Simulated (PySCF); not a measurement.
# Ga2H8N2 ((H2Ga-mu-NH2)2): the cost of one run

Computed with PySCF 2.14.0, with density-fitted response routines of our own, on a single molecule in the gas phase. Atoms count from 0, in the outputs and in this text.

### Step 1. Starting geometry

12 atoms, charge 0, multiplicity 1; geometry from: GFN2-xTB. The atoms were then displaced at random by about 0.03 Å, so the start is not that level's minimum.

Bonds of the start (Å): Ga0–H1 1.64, Ga0–H2 1.53, Ga0–N3 2.02, Ga0–N7 2.05, N3–Ga4 1.94, N3–H8 1.11, N3–H9 1.06, Ga4–H5 1.51, Ga4–H6 1.58, Ga4–N7 1.99, N7–H10 0.98, N7–H11 1.00.

### Step 2. Optimising the geometry at PBE0-D3(BJ)/def2-SVP

Job settings and geometry (Å):

```
{"job": {"xc": "PBE0", "basis": "def2-SVP", "d3": "d3bj", "grid": 1, "maxiter": 40, "shake": 0.03, "kind": "geom"}, "charge": 0, "multiplicity": 1}
Ga    -1.301210    -0.248110    -0.401630
H     -2.320710     1.035500    -0.395830
H     -1.885960    -1.577970    -0.895010
N     -0.269830    -0.309190     1.333390
Ga     1.352650     0.157540     0.383820
H      2.291630    -1.029730     0.383390
H      1.849790     1.572210     0.869360
N      0.416920     0.330230    -1.359560
H     -0.680870     0.344670     2.133630
H     -0.389360    -1.249980     1.805300
H      0.359390     1.227950    -1.756630
H      0.693030    -0.335880    -2.049240
```

Run with:

```bash
$ OMP_NUM_THREADS=1 python probes_run.py task.json out
```

One launch serves the whole session: the jobs run in the order shown.

**Question.** How long does this first job take on 1 thread of Intel Xeon at 2.50GHz, shared host, and how much memory does it need?

About 2.4 min, with a peak of 0.49 GiB.
